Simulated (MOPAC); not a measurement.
**CH2BNO2 (SMILES O=C1NB1O): levels of theory compared**

We compute a comparison of 4 runs (MNDO, PM6, PM6-D3H4X, PM7) of CH2BNO2. 

The results are computed with MOPAC 23.2.5.

6 further runs of the same task are left out: 3 that didn't finish, 3 set aside as unsound or not needed.

**1. The structure to begin with**

CH2BNO2 has 7 atoms, charge 0, and is taken as a singlet. As SMILES, `O=C1NB1O`. The shape is that of a GFN2-xTB optimisation. This is one conformer, not always the lowest.

Bond lengths: O1–C2 1.198 Å, C2–N3 1.382 Å, C2–B4 1.508 Å, N3–B4 1.411 Å, B4–O5 1.329 Å, N3–H6 1.008 Å, O5–H7 0.957 Å. Angles: O1–C2–N3 136.4°, O1–C2–B4 165.4°, N3–C2–B4 58.2°, C2–N3–B4 65.4°, C2–B4–N3 56.4°, C2–B4–O5 166.8°, N3–B4–O5 136.8°, C2–N3–H6 138.1°, B4–N3–H6 156.5°, B4–O5–H7 117.9°.

**2. Energy and gradient at MNDO (run 1)**

ch2bno2.mop

```
MNDO 1SCF BONDS DISP GRADIENTS AUX(PRECISION=6) THREADS=1
CH2BNO2

O -0.356350 1 -2.135610 1 0.735890 1
C -0.145460 1 -1.013830 1 0.370730 1
N 0.746630 1 -0.007940 1 0.692090 1
B -0.174080 1 0.325080 1 -0.323520 1
O -0.432500 1 1.380390 1 -1.088330 1
H 1.513770 1 0.138740 1 1.328540 1
H -1.152010 1 1.313170 1 -1.715400 1
```

On the command line:

```console
$ mopac ch2bno2.mop
```

ch2bno2.out:

```text
MOPAC v23.2.5
MNDO CALCULATION RESULTS
[...]
           Empirical Formula: C H2 N O2 B  =     7 atoms
      MOLECULAR POINT GROUP   :   Cs
[...]
     SCF FIELD WAS ACHIEVED
[...]
                              SUM =        -86.75400 KCAL/MOL = FINAL HEAT OF FORMATION
          TOTAL ENERGY            =      -1078.57363 EV
          ELECTRONIC ENERGY       =      -2806.66124 EV
          CORE-CORE REPULSION     =       1728.08761 EV
          COSMO AREA              =         97.68 SQUARE ANGSTROMS
          COSMO VOLUME            =         78.79 CUBIC ANGSTROMS
          GRADIENT NORM           =         81.71414          =       30.88504 PER ATOM
          IONIZATION POTENTIAL    =         10.481905 EV
          HOMO LUMO ENERGIES (EV) =        -10.482  1.191
          NO. OF FILLED LEVELS    =         13
          MOLECULAR WEIGHT        =         70.8423         POINT GROUP:  Cs
[...]
                             CARTESIAN COORDINATES
   1    O       -0.356350000    -2.135610000     0.735890000
   2    C       -0.145460000    -1.013830000     0.370730000
   3    N        0.746630000    -0.007940000     0.692090000
   4    B       -0.174080000     0.325080000    -0.323520000
   5    O       -0.432500000     1.380390000    -1.088330000
   6    H        1.513770000     0.138740000     1.328540000
   7    H       -1.152010000     1.313170000    -1.715400000
           Empirical Formula: C H2 N O2 B  =     7 atoms
      MOLECULAR POINT GROUP   :   Cs
[...]
              NET ATOMIC CHARGES AND DIPOLE CONTRIBUTIONS
  ATOM NO.   TYPE          CHARGE      No. of ELECS.   s-Pop       p-Pop
    1          O          -0.305354        6.3054     1.87769     4.42766
    2          C           0.364116        3.6359     1.20255     2.43334
    3          N          -0.359654        5.3597     1.52426     3.83539
    4          B           0.068027        2.9320     1.12732     1.80466
    5          O          -0.192872        6.1929     1.75114     4.44173
    6          H           0.195503        0.8045     0.80450
    7          H           0.230234        0.7698     0.76977
 DIPOLE           X         Y         Z       TOTAL
 POINT-CHG.    -0.530     1.783    -1.373     2.312
 HYBRID         0.262     0.343     0.074     0.438
 SUM           -0.268     2.126    -1.300     2.506
[...]
 * JOB ENDED NORMALLY *
[...]
```

Run time: 0.04 s. Hardware: 1 thread of Intel Xeon 6975P-C (Granite Rapids), shared host.

**3. Energy and forces at PM6 (run 2)**

calc.mop

```
PM6 1SCF BONDS GRADIENTS DISP AUX(PRECISION=6) THREADS=1
CH2BNO2, PM6

O     -0.356350 1    -2.135610 1     0.735890 1
C     -0.145460 1    -1.013830 1     0.370730 1
N      0.746630 1    -0.007940 1     0.692090 1
B     -0.174080 1     0.325080 1    -0.323520 1
O     -0.432500 1     1.380390 1    -1.088330 1
H      1.513770 1     0.138740 1     1.328540 1
H     -1.152010 1     1.313170 1    -1.715400 1
```

On the command line:

```console
$ mopac calc.mop
```

calc.out:

```text
MOPAC v23.2.5
PM6 CALCULATION RESULTS
[...]
           Empirical Formula: C H2 N O2 B  =     7 atoms
      MOLECULAR POINT GROUP   :   Cs
[...]
     SCF FIELD WAS ACHIEVED
[...]
                              SUM =        -83.23499 KCAL/MOL = FINAL HEAT OF FORMATION
          TOTAL ENERGY            =       -967.90509 EV
          ELECTRONIC ENERGY       =      -2618.81451 EV
          CORE-CORE REPULSION     =       1650.90941 EV
          COSMO AREA              =         97.68 SQUARE ANGSTROMS
          COSMO VOLUME            =         78.79 CUBIC ANGSTROMS
          GRADIENT NORM           =        117.74205          =       44.50231 PER ATOM
          IONIZATION POTENTIAL    =         10.040486 EV
          HOMO LUMO ENERGIES (EV) =        -10.040  0.290
          NO. OF FILLED LEVELS    =         13
          MOLECULAR WEIGHT        =         70.8423         POINT GROUP:  Cs
[...]
                             CARTESIAN COORDINATES
   1    O       -0.356350000    -2.135610000     0.735890000
   2    C       -0.145460000    -1.013830000     0.370730000
   3    N        0.746630000    -0.007940000     0.692090000
   4    B       -0.174080000     0.325080000    -0.323520000
   5    O       -0.432500000     1.380390000    -1.088330000
   6    H        1.513770000     0.138740000     1.328540000
   7    H       -1.152010000     1.313170000    -1.715400000
           Empirical Formula: C H2 N O2 B  =     7 atoms
      MOLECULAR POINT GROUP   :   Cs
[...]
              NET ATOMIC CHARGES AND DIPOLE CONTRIBUTIONS
  ATOM NO.   TYPE          CHARGE      No. of ELECS.   s-Pop       p-Pop
    1          O          -0.449385        6.4494     1.84579     4.60360
    2          C           0.485342        3.5147     1.11372     2.40094
    3          N          -0.503983        5.5040     1.54182     3.96216
    4          B           0.295939        2.7041     0.96251     1.74155
    5          O          -0.451932        6.4519     1.69342     4.75851
    6          H           0.269715        0.7303     0.73029
    7          H           0.354303        0.6457     0.64570
 DIPOLE           X         Y         Z       TOTAL
 POINT-CHG.    -0.685     2.146    -1.695     2.819
 HYBRID         0.478     0.351     0.268     0.650
 SUM           -0.208     2.496    -1.427     2.883
[...]
 * JOB ENDED NORMALLY *
[...]
```

Run time: 0.04 s. Hardware: 1 thread of Intel Xeon 6975P-C (Granite Rapids), shared host.

Run 3 isn't shown in full; the table further down has it.

**4. Energy and forces at PM7 (run 4)**

job.mop

```
PM7 1SCF DISP GRADIENTS BONDS AUX(PRECISION=9) THREADS=1
CH2BNO2, PM7

O -0.356350 1 -2.135610 1 0.735890 1
C -0.145460 1 -1.013830 1 0.370730 1
N 0.746630 1 -0.007940 1 0.692090 1
B -0.174080 1 0.325080 1 -0.323520 1
O -0.432500 1 1.380390 1 -1.088330 1
H 1.513770 1 0.138740 1 1.328540 1
H -1.152010 1 1.313170 1 -1.715400 1
```

On the command line:

```console
$ mopac job.mop
```

job.out:

```text
MOPAC v23.2.5
PM7 CALCULATION RESULTS
[...]
           Empirical Formula: C H2 N O2 B  =     7 atoms
      MOLECULAR POINT GROUP   :   Cs
[...]
     SCF FIELD WAS ACHIEVED
[...]
                              SUM =        -88.26216 KCAL/MOL = FINAL HEAT OF FORMATION
          TOTAL ENERGY            =       -983.90725 EV
          ELECTRONIC ENERGY       =      -2631.06679 EV
          CORE-CORE REPULSION     =       1647.15954 EV
          COSMO AREA              =         97.68 SQUARE ANGSTROMS
          COSMO VOLUME            =         78.79 CUBIC ANGSTROMS
          GRADIENT NORM           =         84.35959          =       31.88493 PER ATOM
          IONIZATION POTENTIAL    =          9.807395 EV
          HOMO LUMO ENERGIES (EV) =         -9.807 -0.631
          NO. OF FILLED LEVELS    =         13
          MOLECULAR WEIGHT        =         70.8423         POINT GROUP:  Cs
[...]
                             CARTESIAN COORDINATES
   1    O       -0.356350000    -2.135610000     0.735890000
   2    C       -0.145460000    -1.013830000     0.370730000
   3    N        0.746630000    -0.007940000     0.692090000
   4    B       -0.174080000     0.325080000    -0.323520000
   5    O       -0.432500000     1.380390000    -1.088330000
   6    H        1.513770000     0.138740000     1.328540000
   7    H       -1.152010000     1.313170000    -1.715400000
           Empirical Formula: C H2 N O2 B  =     7 atoms
      MOLECULAR POINT GROUP   :   Cs
[...]
              NET ATOMIC CHARGES AND DIPOLE CONTRIBUTIONS
  ATOM NO.   TYPE          CHARGE      No. of ELECS.   s-Pop       p-Pop
    1          O          -0.440052        6.4401     1.87619     4.56386
    2          C           0.441500        3.5585     1.12480     2.43370
    3          N          -0.534953        5.5350     1.56921     3.96575
    4          B           0.370716        2.6293     0.61881     2.01048
    5          O          -0.514847        6.5148     1.74305     4.77180
    6          H           0.321344        0.6787     0.67866
    7          H           0.356292        0.6437     0.64371
 DIPOLE           X         Y         Z       TOTAL
 POINT-CHG.    -0.349     2.011    -1.317     2.429
 HYBRID         0.563     0.335     0.354     0.745
 SUM            0.214     2.347    -0.964     2.546
[...]
 * JOB ENDED NORMALLY *
[...]
```

It took 0.04 s on 1 thread of Intel Xeon 6975P-C (Granite Rapids), shared host.

**5. All runs side by side**

```
run                    level        task     keywords  heat of formation (kcal/mol)  dipole moment (D)  HOMO energy (eV)  LUMO energy (eV)  wall time
  1                     MNDO    gradient   BONDS DISP                        -86.75               2.51            -10.48              1.19     0.04 s
  2                      PM6    gradient   BONDS DISP                        -83.23               2.88            -10.04              0.29     0.04 s
  3  PM6-D3H4X (COSMO water)  properties  DISP ENPART                        -94.63               4.35            -10.26              0.44     0.04 s
  4                      PM7    gradient   BONDS DISP                        -88.26               2.55             -9.81             -0.63     0.04 s
```

**6. Results**

```
                                        quantity           value
                             run 4: total energy    -36.15792 Eh
                            run 4: dipole moment          2.55 D
                              run 4: HOMO energy        -9.81 eV
                              run 4: LUMO energy        -0.63 eV
                            run 4: HOMO–LUMO gap         9.18 eV
                        run 4: dispersion energy    -1.07 kJ/mol
run 4: heat of formation at this unrelaxed shape  -88.3 kcal/mol
                 run 4: largest force on an atom      2.631 eV/Å
```

**Reading.** The dipole moment (its size) runs from 2.51 D (MNDO) to 4.35 D (PM6-D3H4X). The two ends differ in method and solvent. The HOMO–LUMO gap runs from 9.18 eV (PM7) to 11.67 eV (MNDO). Force-field and semi-empirical energies have zeros of their own, so their totals don't compare. All runs together took 0.16 s, the longest 0.04 s.
